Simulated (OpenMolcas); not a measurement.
# Ru³⁺ among point charges: CASSCF levels and susceptibility

Aim: the splitting of the states of Ru³⁺ in the field of 4 point charges, its lowest levels with spin-orbit coupling and its magnetic susceptibility.

Method: state-averaged CASSCF, spin-orbit coupling by RASSI with atomic mean-field integrals. Code: OpenMolcas 26.06.

1 further run of the same task is left out (set aside as unsound or not needed).

**1. The atom as given**

| Quantity | Value |
| --- | --- |
| Species | Ru³⁺ (ruthenium, Z = 44, 41 electrons) |
| Basis | ANO-RCC-VDZP [6s5p3d1f], 43 functions |
| Scalar Hamiltonian | DKH2, point nucleus |
| Inactive shells | 1s 2s 2p 3s 3p 3d 4s 4p |
| Active space | 5 electrons in 5 orbitals (4d) |
| Some configurations of this space | 4d5 |
| Orbitals | optimised for each spin and parity, averaged over all roots |

Outer shells as boxes (Hund's rule):

4d5
```
4d [↑ ][↑ ][↑ ][↑ ][↑ ]
```

The ion sits among 4 point charges of -2.5 e arranged as a tetrahedron (Td), 1.65 Å from the ion.

Each step is its own input file, run in one work folder so that later steps find the files of earlier ones. Labels, J, g values, rates, χT and fits are worked out afterwards by a script from the matrices that RASSI stores.

**2. One- and two-electron integrals**

File a.inp:

```
&GATEWAY
Coord
1

Ru 0.0 0.0 0.0
Basis=ANO-RCC-VDZP
Group=NoSym
NoMove
AngMom=0.0 0.0 0.0
AMFI
XField
4 Angstrom 0
0.952628 0.952628 0.952628 -2.500000
0.952628 -0.952628 -0.952628 -2.500000
-0.952628 0.952628 -0.952628 -2.500000
-0.952628 -0.952628 0.952628 -2.500000
&SEWARD
```

Command:

```bash
$ OMP_NUM_THREADS=1 MOLCAS_MEM=1689 MOLCAS_PROJECT=a pymolcas a.inp > a.log
```

**3. Reference wave functions, sextets, 1 root**

File a.inp:

```
&RASSCF
FileOrb=start.orb
Symmetry=1
Spin=6
nActEl=5 0 0
Inactive=18
Ras2=5
CIRoot=1 1 1
SDav=1
CIMx=300
Iter=120 100
PrWF=0.3
OrbListing=Nothing
MaxOrb=0
>>> COPY $Project.JobIph JOB001
```

start.orb holds the contracted functions of the basis, ordered by shell, or the orbitals of the step before.

**4. CASSCF: quartets, 24 roots**

File a.inp:

```
&RASSCF
FileOrb=start.orb
Symmetry=1
Spin=4
nActEl=5 0 0
Inactive=18
Ras2=5
CIRoot=24 24 1
SDav=24
CIMx=300
Iter=120 100
PrWF=0.3
OrbListing=Nothing
MaxOrb=0
>>> COPY $Project.JobIph JOB002
```

**5. CASSCF: doublets, 75 roots**

File a.inp:

```
&RASSCF
FileOrb=start.orb
Symmetry=1
Spin=2
nActEl=5 0 0
Inactive=18
Ras2=5
CIRoot=75 75 1
SDav=75
CIMx=300
Iter=120 100
PrWF=0.3
OrbListing=Nothing
MaxOrb=0
>>> COPY $Project.JobIph JOB003
```

**6. RASSI: spin-orbit coupling between the states**

File a.inp:

```
&RASSI
NrOfJobIphs=3 1 24 75
1
1 2 3 4 5 6 7 8 9 10 11 12 13 14 15 16 17 18 19 20 21 22 23 24
1 2 3 4 5 6 7 8 9 10 11 12 13 14 15 16 17 18 19 20 21 22 23 24 25 26 27
28 29 30 31 32 33 34 35 36 37 38 39 40 41 42 43 44 45 46 47 48 49 50 51
52 53 54 55 56 57 58 59 60 61 62 63 64 65 66 67 68 69 70 71 72 73 74 75
IphNames
JOB001
JOB002
JOB003
EJob
SpinOrbit
DIPRint=1.0
SOCoupling=1000.0
Subsets=2
Property=9
'ANGMOM' 1 'ANGMOM' 2 'ANGMOM' 3 'MLTPL  1' 1 'MLTPL  1' 2 'MLTPL  1' 3
'AMFI' 1 'AMFI' 2 'AMFI' 3
SOProperty=3
'ANGMOM' 1 'ANGMOM' 2 'ANGMOM' 3
```

What does the calculation give? Wanted: spin-free ground state; first state of the same spin within the active space; lowest level; next level.

The runs gave:

```
                                            quantity                                value
                                              method                               CASSCF
                              spin-free ground state  doublet, 1-fold in its orbital part
first state of the same spin within the active space                  doublet at 991 cm⁻¹
                                        lowest level         2-fold, g = 1.26, 1.26, 1.93
                                          next level                          1073.2 cm⁻¹
                                         χT at 300 K                       0.28 cm³ K/mol
                           effective moment at 300 K                              1.50 μB
```

In words: The spin-free ground state (doublet) comes to 59 % from free-ion D terms and has less than the highest spin computed. χT at 300 K is 0.28, against 0.38 cm³ K/mol for the spin alone, so orbital moment lowers it. The field of point charges can differ much from that of real complexes. This is an electrostatic model: the charges have no orbitals.
